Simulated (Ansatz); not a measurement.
# Si3B2O3: the cost of one run

Program: Ansatz 0.2.0. Level of theory: DFT PBE, scalar-relativistic, plane waves, PAW. These are calculated values, not measurements.

### Step 1. Starting point

The structure is hexagonal, space group P-62m (No. 189). Conventional cell: a = 6.149 Å, b = 6.149 Å, c = 2.596 Å, α = 90.00°, β = 90.00°, γ = 120.00°. Si (site symmetry m2m) is surrounded by 4 B at 2.25 Å and 6 O at 2.48 to 2.59 Å. Around B (site symmetry -6) lie 6 Si at 2.25 Å and 3 O at 2.40 Å. O (site symmetry m2m) has 2 B at 2.40 Å and 6 Si at 2.48 to 2.59 Å and 4 O at 2.52 to 2.60 Å as nearest neighbours.

Structure file:

```xyz
8
Lattice="6.1495 0.0000 0.0000 -3.0747 5.3256 0.0000 0.0000 0.0000 2.5962" Properties=species:S:1:pos:R:3 pbc="T T T"
Si    2.5762    0.0000    1.2981
Si    1.7866    3.0946    1.2981
Si   -1.2881    2.2310    1.2981
B     0.0000    3.5504    0.0000
B     3.0747    1.7752    0.0000
O     4.6937    0.0000    0.0000
O     0.7279    1.2607    0.0000
O    -2.3468    4.0648    0.0000
```

A structure generator made this guess: species swapped into a database cell of Ti3In3Rh2 (P-62m, No. 189), with Si on the Ti sites, O on the In sites and B on the Rh sites. Lengths come from tabulated atomic sizes and are only a guess.

### Step 2. The guess as it stands, on a coarse mesh

input.yaml

```yaml
crystal:
  lattice:
    - [6.14946011, 0.0, 0.0]
    - [-3.07473006, 5.32558868, 0.0]
    - [0.0, 0.0, 2.59624092]
  atoms:
    - { symbol: Si, position: [0.41892511, 0.0, 0.5] }
    - { symbol: Si, position: [0.58107489, 0.58107489, 0.5] }
    - { symbol: Si, position: [0.0, 0.41892511, 0.5] }
    - { symbol: B, position: [0.33333333, 0.66666667, 0.0] }
    - { symbol: B, position: [0.66666667, 0.33333333, 0.0] }
    - { symbol: O, position: [0.76326603, 0.0, 0.0] }
    - { symbol: O, position: [0.23673397, 0.23673397, 0.0] }
    - { symbol: O, position: [0.0, 0.76326603, 0.0] }
basis:
  ecutwfc: 420
kpoints:
  mp_grid: { grid: [3, 3, 6] }
hamiltonian:
  xc: pbe
scf:
  occupations: { method: gaussian, width: 0.1 }
  lower_state_search: "off"
output:
  forces: true
  stress: true
  eigenvalues: true
```

Command:

```sh
> ansatz run input.yaml --threads 1 --pin off --max-ram 2048MiB --backend cpu --events-out ev --progress --plain --runs-dir out
```

**Question.** How long does this run take on 1 thread of Intel Xeon 6975P-C (Granite Rapids), shared host, and how much memory does it need?

About 1.4 s, with a peak of 0.33 GiB.
